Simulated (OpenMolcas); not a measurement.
**CH5BOSi (SMILES B[SiH2]C=O) at 6 levels**

Wanted: a comparison of 6 runs (HF/STO-3G, BHLYP/def2-SVP, M06-L/def2-SVP, PBE0/def2-SVP, TPSS/def2-SVP, CCSD(T)/def2-SVP) of CH5BOSi. 

The calculation is run with OpenMolcas 26.06.

1 further run of the same task is left out (set aside as unsound or not needed).

### 1 Starting point

The species is CH5BOSi (9 atoms), meant as a singlet with charge 0. As SMILES, `B[SiH2]C=O`. Geometry: relaxed at PBE0-D4/def2-TZVP. This is one conformer, not always the lowest.

Bond lengths: B1–Si2 2.006 Å, Si2–C3 1.933 Å, C3–O4 1.202 Å, B1–H5 1.196 Å, B1–H6 1.194 Å, Si2–H7 1.484 Å, Si2–H8 1.495 Å, C3–H9 1.118 Å. Some angles: B1–Si2–C3 108.4°, Si2–C3–O4 123.6°, B1–Si2–H7 117.0°, B1–Si2–H8 106.3°, C3–Si2–H7 108.9°, C3–Si2–H8 105.6°, Si2–B1–H5 119.1°, Si2–B1–H6 123.0°, Si2–C3–H9 116.8°, O4–C3–H9 119.6°.

### 2 Energy and forces at HF/STO-3G (run 1)

test.input reads:

```
&GATEWAY
BasLib=$CurrDir
Coord
9
bohr
B     -1.79542879     1.60626721    -2.02786510
Si     1.15424472    -0.38928358    -0.73037915
C      0.62474346    -1.04634136     2.82419569
O      1.93281188    -0.18594905     4.47071407
H     -3.88830047     0.97925608    -1.44941994
H     -1.56620501     3.40037319    -3.37675161
H      3.70027272     0.73245785    -1.07846670
H      1.02423156    -2.91187899    -1.99536181
H     -1.01894033    -2.27220669     3.33139819
Basis=STO-3G
Group=NoSym
&SEWARD
&SCF
Thresholds=1e-10 1e-07 1e-07 1e-05
PrOrbitals=1 2
&ALASKA
```

The basis set STO-3G is read from a file made from the Basis Set Exchange's data (not shown).

On the command line:

```sh
$ export MOLCAS_MEM=1860
$ pymolcas test.input > test.log
```

What it wrote:

```text
--- Start Module: gateway ---
[...]
--- Stop Module: gateway /rc=_RC_ALL_IS_WELL_ ---
[...]
      Basis functions           29
[...]
--- Start Module: scf ---
[...]
       Convergence after  15 Iterations
[...]
::    Total SCF energy                               -424.0684502118
[...]
      Total spin, S                                     0.0000000000
[...]
      Total electronic charge=   38.000000
      Total            charge=   -0.000000
[...]
      Dipole Moment (debye):
      Origin of the operator (angstrom)=    0.3613   -0.0647    0.4264
                   X= -8.2593E-01               Y= -2.4257E-01               Z= -1.5950E+00           Total=  1.8125E+00
      Quadrupole Moment (debye*angstrom):
[...]
--- Stop Module: scf /rc=_RC_ALL_IS_WELL_ ---
--- Start Module: alaska ---
[...]
 *              Molecular gradients               *
 **************************************************
  Irreducible representation: a
 ------------------------------------------------------------------------------------------
                              X                       Y                       Z
 ------------------------------------------------------------------------------------------
  B1                1.91312139766175E-03   -4.19202689886644E-03    1.13534124312986E-03
  SI2              -2.25093086838735E-03    1.93029829616131E-02    8.23269047033737E-03
  C3                2.16828646030391E-02    1.15880992685726E-02    4.65342028496671E-02
  O4               -2.27688603330201E-02   -1.39082374157162E-02   -3.49296419657374E-02
  H5               -2.05582221780669E-02   -6.83450821538356E-03    6.42596165247533E-03
  H6                2.89285335796222E-03    1.72693972548492E-02   -1.25947079655040E-02
  H7                2.97027283547520E-02    1.17147491645224E-02   -2.55758492743163E-03
  H8               -5.15701978087638E-03   -3.14561044019603E-02   -1.44197341510566E-02
[...]
--- Stop Module: alaska /rc=_RC_ALL_IS_WELL_ ---
[...]
```

It took 2.1 s on 1 thread of Arm Neoverse V1, shared host; peak memory 0.37 GiB.

### 3 Energy and forces at BHLYP/def2-SVP (run 2)

run.inp reads:

```
* CH5BOSi Kohn-Sham DFT

&GATEWAY
 BASLIB
 $CurrDir
 COORD
 9
 angstrom
 B       -0.950100       0.850000      -1.073100
 Si       0.610800      -0.206000      -0.386500
 C        0.330600      -0.553700       1.494500
 O        1.022800      -0.098400       2.365800
 H       -2.057600       0.518200      -0.767000
 H       -0.828800       1.799400      -1.786900
 H        1.958100       0.387600      -0.570700
 H        0.542000      -1.540900      -1.055900
 H       -0.539200      -1.202400       1.762900
 BASIS
 def2-SVP
 GROUP
 NoSym

&SEWARD
 GRIDINPUT
 Grid=UltraFine
 End of Grid

&SCF
 KSDFT
 HYB_GGA_XC_BHANDHLYP
 THRESHOLDS
 1e-10 1e-07 1e-07 1e-05
 PRORBITALS
 0

&ALASKA
```

The basis set def2-SVP is read from a file made from the Basis Set Exchange's data (not shown).

On the command line:

```sh
$ export MOLCAS_MEM=1860
$ pymolcas run.inp > run.log
```

What it wrote:

```text
--- Start Module: gateway ---
[...]
--- Stop Module: gateway /rc=_RC_ALL_IS_WELL_ ---
[...]
      Basis functions           85
[...]
--- Start Module: scf ---
[...]
       Convergence after  16 Iterations
[...]
::    Total KS-DFT energy                            -430.3275996213
[...]
      Total spin, S                                     0.0000000000
[...]
      Total electronic charge=   38.000000
      Total            charge=   -0.000000
[...]
      Dipole Moment (debye):
      Origin of the operator (angstrom)=    0.3613   -0.0647    0.4264
                   X= -1.4568E+00               Y= -3.7421E-01               Z= -2.0404E+00           Total=  2.5349E+00
      Quadrupole Moment (debye*angstrom):
[...]
--- Stop Module: scf /rc=_RC_ALL_IS_WELL_ ---
[...]
--- Start Module: alaska ---
[...]
 *              Molecular gradients               *
 **************************************************
  Irreducible representation: a
 ------------------------------------------------------------------------------------------
                              X                       Y                       Z
 ------------------------------------------------------------------------------------------
  B1                1.37369160571055E-04   -1.67533239030604E-03    3.27205969439248E-04
  SI2              -2.32464444086977E-03    3.46460076245403E-03   -1.82615089986271E-03
  C3               -6.88313728846346E-03   -4.33194304380269E-03   -7.57737107552536E-03
  O4                6.92824102405076E-03    4.30640707005825E-03    8.69487270942670E-03
  H5                1.25051002057086E-03    3.24613359009240E-04   -2.77067964116973E-04
  H6                1.76323795943312E-04   -9.55160626939566E-04    1.14332540392592E-03
  H7                1.93715314308562E-03    6.00660605903913E-04    7.43518634652718E-05
  H8               -8.07506203989006E-04   -1.60132338913144E-03   -4.01179379167171E-04
[...]
--- Stop Module: alaska /rc=_RC_ALL_IS_WELL_ ---
[...]
```

Wall time 38 s (1 thread of Arm Neoverse V1, shared host); peak memory 0.47 GiB.

Runs 3 to 5 aren't shown in full; the table further down has their settings and results.

### 4 A single-point energy at CCSD(T)/def2-SVP (run 6)

calc.input reads:

```
>>> EXPORT MOLCAS_PRINT=2

&GATEWAY
  BASLIB = $CurrDir
  COORD
  9
  bohr
  B     -1.79542879     1.60626721    -2.02786510
  Si     1.15424472    -0.38928358    -0.73037915
  C      0.62474346    -1.04634136     2.82419569
  O      1.93281188    -0.18594905     4.47071407
  H     -3.88830047     0.97925608    -1.44941994
  H     -1.56620501     3.40037319    -3.37675161
  H      3.70027272     0.73245785    -1.07846670
  H      1.02423156    -2.91187899    -1.99536181
  H     -1.01894033    -2.27220669     3.33139819
  BASIS = def2-SVP
  GROUP = NoSym

&SEWARD

&SCF
  THRESHOLDS = 1e-10 1e-07 1e-07 1e-05
  PRORBITALS = 0

&RASSCF
  FILEORB = $Project.ScfOrb
  SPIN = 1
  NACTEL = 0 0 0
  INACTIVE = 19
  RAS2 = 0
  OUTORBITALS = Canonical
  ORBLISTING = NoCore

&MOTRA
  JOBIPH
  FROZEN = 8

&CCSDT
  CCT
  TRIPLES = 2
  ITERATIONS = 80
  ACCURACY = 1e-08
  EXTRAPOLATION = 5 4
```

The basis set def2-SVP is read from a file made from the Basis Set Exchange's data (not shown).

On the command line:

```sh
$ export MOLCAS_MEM=1860
$ pymolcas calc.input > calc.log
```

What it wrote:

```text
--- Start Module: gateway ---
[...]
--- Stop Module: gateway /rc=_RC_ALL_IS_WELL_ ---
[...]
      Basis functions           85
[...]
       Convergence after  19 Iterations
[...]
::    Total SCF energy                               -428.9924111455
[...]
      Total spin, S                                     0.0000000000
[...]
      Number of active orbitals                  0
[...]
      Spin quantum number                      0.0
[...]
      Active orbitals                            0
[...]
      Number of CSFs                             1
[...]
      Number of root(s) required                 1
[...]
      Convergence after  4 iterations
[...]
      Natural orbitals and occupation numbers for root  1
      ************************************************************************************************************************
      *                                                    Final results                                                     *
      ************************************************************************************************************************
[...]
::    RASSCF root number  1 Total energy:   -428.99241115
[...]
      Total electronic charge=   38.000000
      Total            charge=   -0.000000
[...]
      Dipole Moment (debye):
      Origin of the operator (angstrom)=    0.3613   -0.0647    0.4264
                   X= -1.6657E+00               Y= -3.8079E-01               Z= -2.3746E+00           Total=  2.9255E+00
      Quadrupole Moment (debye*angstrom):
[...]
--- Start Module: motra ---
[...]
      *** WARNING: Default frozen orbitals is overwritten by user input.
      *** Default values:   5
[...]
--- Stop Module: motra /rc=_RC_ALL_IS_WELL_ ---
[...]
--- Start Module: ccsdt ---
[...]
      Convergence after                    21  Iterations
      Total energy (diff) :    -429.52753460       0.00000001
[...]
 METHOD                       : CCSD+T(CCSD)+<T3(1)WT1> = CCSD(T)
[...]
       CCSD     =      -429.5275345963095
[...]
--- Stop Module: ccsdt /rc=_RC_ALL_IS_WELL_ ---
[...]
```

It took 61 s on 1 thread of Arm Neoverse V1, shared host; peak memory 0.47 GiB.

### 5 Overview of the runs

```tsv
run	level	integration grid	task	energy (Eh)	dipole moment (D) of the reference	HOMO energy (eV)	LUMO energy (eV)	wall time
1	HF/STO-3G	–	gradient	-424.068450	1.81	-7.69	5.91	2.1 s
2	BHLYP/def2-SVP	UltraFine	gradient	-430.327600	2.53	-8.27	-1.69	38 s
3	M06-L/def2-SVP	UltraFine	gradient	-430.392840	2.10	-5.79	-3.13	49 s
4	PBE0/def2-SVP	UltraFine	gradient	-430.113490	2.22	-6.91	-2.76	39 s
5	TPSS/def2-SVP	UltraFine	gradient	-430.464818	1.88	-5.60	-3.45	57 s
6	CCSD(T)/def2-SVP	–	energy	-429.543957	2.93	-10.53	0.83	61 s
```

### 6 Outcome

| quantity | value |
| --- | --- |
| run 6: total energy | -429.54396 Eh |
| run 6: dipole moment (mean-field density) | 2.93 D |
| run 6: HOMO energy (Hartree–Fock orbitals) | -10.53 eV |
| run 6: LUMO energy (Hartree–Fock orbitals) | 0.83 eV |
| run 6: HOMO–LUMO gap (Hartree–Fock orbitals) | 11.36 eV |
| run 6: correlation energy (8 core orbitals frozen) | -551.5 mEh |
| run 6: (T) correction | -16.42 mEh |

**Reading.** Over runs 1, 2, 3, 4, 5 the dipole moment (its size) runs from 1.81 D (HF/STO-3G) to 2.53 D (BHLYP/def2-SVP). The two ends differ in method and basis. Over runs 1, 2, 3, 4, 5 the HOMO–LUMO gap runs from 2.15 eV (TPSS/def2-SVP) to 13.61 eV (HF/STO-3G). Totals of different functionals can't be ranked against each other. In run 1 the basis is minimal, so the values are rough. All runs together took 4.1 min, the longest 61 s.
